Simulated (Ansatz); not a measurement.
**Ti2Al3N5: a trial structure relaxed**

Aim: relax a trial structure of Ti2Al3N5 and see where it ends.

Computed with Ansatz 0.2.0 (DFT PBE, scalar-relativistic, plane waves, PAW, unless a step's input says otherwise).

## (1) The structure to begin with

It takes space group R-3m (No. 166, trigonal). The conventional cell has a = 3.298 Å, b = 3.298 Å, c = 40.391 Å, α = 90.00°, β = 90.00°, γ = 120.00°. Around Ti (site symmetry 3m) lie 6 N at 2.33 Å. Al (site symmetry 3m) is surrounded by 6 N at 2.33 Å. Al (site symmetry -3m) has 6 N at 2.33 Å in its first shell of neighbours. N (site symmetry 3m) is surrounded by 3 Ti at 2.33 Å and 3 Al at 2.33 Å. Around N (site symmetry -3m) lie 6 Al at 2.33 Å.

Coordinates:

```xyz
10
Lattice="1.6489 0.9520 13.4636 -1.6489 0.9520 13.4636 0.0000 -1.9040 13.4636" Properties=species:S:1:pos:R:3 pbc="T T T"
Ti    0.0000    0.0000    4.0391
Ti    0.0000    0.0000   36.3517
Al    0.0000    0.0000   28.2735
Al    0.0000    0.0000   12.1172
Al    0.0000    0.0000   20.1954
N     0.0000    0.0000   16.1563
N     0.0000    0.0000    0.0000
N     0.0000    0.0000   24.2345
N     0.0000    0.0000    8.0782
N     0.0000    0.0000   32.3126
```

The start is an ordering of an alloy on its end members' structure types: elements ordered on the sites of the AlN type, Ti/Al on Al (R-3m, No. 166).

## (2) Probe: one point on a coarse mesh

input.yaml reads:

```yaml
crystal:
  lattice:
    - [1.64894557, 0.95201917, 13.46358424]
    - [-1.64894557, 0.95201917, 13.46358424]
    - [0.0, -1.90403834, 13.46358424]
  atoms:
    - { symbol: Ti, position: [0.1, 0.1, 0.1], spin: 1.0 }
    - { symbol: Ti, position: [0.9, 0.9, 0.9], spin: 1.0 }
    - { symbol: Al, position: [0.7, 0.7, 0.7] }
    - { symbol: Al, position: [0.3, 0.3, 0.3] }
    - { symbol: Al, position: [0.5, 0.5, 0.5] }
    - { symbol: "N", position: [0.4, 0.4, 0.4] }
    - { symbol: "N", position: [0.0, 0.0, 0.0] }
    - { symbol: "N", position: [0.6, 0.6, 0.6] }
    - { symbol: "N", position: [0.2, 0.2, 0.2] }
    - { symbol: "N", position: [0.8, 0.8, 0.8] }
basis:
  ecutwfc: 420
kpoints:
  mp_grid: { grid: [6, 6, 6] }
hamiltonian:
  xc: pbe
scf:
  occupations: { method: gaussian, width: 0.1 }
  lower_state_search: "off"
output:
  forces: true
  stress: true
  eigenvalues: true
  populations: true
magnetization:
  spin_polarized: true
```

Command:

```console
> ansatz run input.yaml --threads 4 --pin off --max-ram 8192MiB --backend cpu --events-out ev --progress --plain --runs-dir out
```

Further runs follow: rough relaxation on the coarse mesh; relaxation on the finer mesh.

Q: Predict the outcome of this session. Wanted: conventional cell; volume; energy over the elements; gap on the mesh.

As calculated:

| quantity | value |
| --- | --- |
| symmetry at the end (tolerance 0.05 Å) | space group R-3m (No. 166) |
| conventional cell | a = 2.912 Å, b = 2.912 Å, c = 36.512 Å, α = 90.00°, β = 90.00°, γ = 120.00° |
| volume | 8.94 Å³/atom |
| energy over the elements (uncorrected; H, N, O, F and Cl as molecules) | -1.31 eV/atom |
| gap on the mesh | none (metal) |

**Reading.** The space group R-3m (No. 166) is kept, and the volume per atom shrinks by 29.5 % from the first guess. It lies below the elements, which doesn't yet make it stable: competing phases were not computed in this session. No finished test with a distortion of lower symmetry is shown, so the end may be a saddle point. Other magnetic orders were not searched.
